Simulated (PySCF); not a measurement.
**FeH₄⁻: structure of the sextet**

Where does sextet FeH₄⁻ go from a see-saw start, is the end point a minimum, and what are its modes, charges and moments?

Method: PBE0, basis Fe def2-TZVPD, H def2-TZVPD, no relativity, density fitting; program: PySCF 2.14.0.

## Step 1: The system as given

5 atoms, charge -1, spin multiplicity 6.

Bond lengths: Fe1–H2 1.480 Å, Fe1–H3 1.480 Å, Fe1–H4 1.480 Å, Fe1–H5 1.480 Å. Angles: H2–Fe1–H3 170.0°, H2–Fe1–H4 86.9°, H2–Fe1–H5 86.9°, H3–Fe1–H4 86.9°, H3–Fe1–H5 86.9°, H4–Fe1–H5 104.0°.

Coordinates in bohr (charge -1 multiplicity 6):
```
Fe    0.0000    0.0000   -0.0661
H     0.0000    2.7862    0.1777
H     0.0000   -2.7862    0.1777
H     2.2040    0.0000    1.6558
H    -2.2040    0.0000    1.6558
```

## Step 2: See-saw start, sextet: relaxation

One driver script runs all steps and calls PySCF; scf.py shows how it sets up the SCF of each step. The optimiser is the driver's own. Before each start the driver seeks the lowest SCF state from one or more starting densities and follows internal instabilities, so scf.py alone need not reach the same state.

The program finds C2v symmetry in the start, which this walk keeps. The walk stops when the largest gradient is under 0.0003 Eh/bohr and the energy has settled too.

The input, scf.py:

```python
from pyscf import gto, scf, dft
mol = gto.M(atom='''
Fe     0.000000     0.000000    -0.034964
H      0.000000     1.474400     0.094036
H     -0.000000    -1.474400     0.094036
H      1.166300    -0.000000     0.876236
H     -1.166300     0.000000     0.876236''',
    basis={'Fe': 'def2-TZVPD', 'H': 'def2-TZVPD'},
    charge=-1, spin=5)
mf = dft.UKS(mol, xc='PBE0')
mf.grids.atom_grid = (50, 194)
aux = {'Fe': 'def2-universal-JKFIT', 'H': 'def2-universal-JKFIT'}
mf = mf.density_fit(auxbasis=aux)
mf.kernel()
```

Further steps of the session: Is it a minimum? Harmonic modes.

What does the calculation give? Wanted: minimum; geometry; wavenumbers; dipole moment; highest occupied, lowest empty level; polar-tensor charge of Fe1; zero-point energy; ⟨S²⟩.

**Answer**, as computed:

| quantity | value |
| --- | --- |
| minimum | sextet, Td |
| geometry | Fe–H 1.673 Å (×4); H–Fe–H 109.5° (×6) |
| wavenumbers (cm⁻¹) | 491 (t2), 564 (e), 1529 (t2), 1571 (a1) |
| dipole moment (centre of mass) | 0.00 D |
| highest occupied, lowest empty level (either spin) | -1.58, 2.82 eV |
| polar-tensor charge of Fe1 | +0.63 e |
| zero-point energy | 52.4 kJ/mol |
| entropy at 298.15 K | 240.9 J/(mol K) |
| ⟨S²⟩ | 8.770 |

What this shows: From C2v at the start the molecule goes to a Td minimum. The strongest infrared band lies at 1529 cm⁻¹ (t2, stretch). Most of the spin sits on Fe1 (Mulliken spin 4.54, against 5 for the whole molecule). Other starts or spin states, not run here, may lie lower. One determinant may miss the lowest occupation of an open d or f shell.
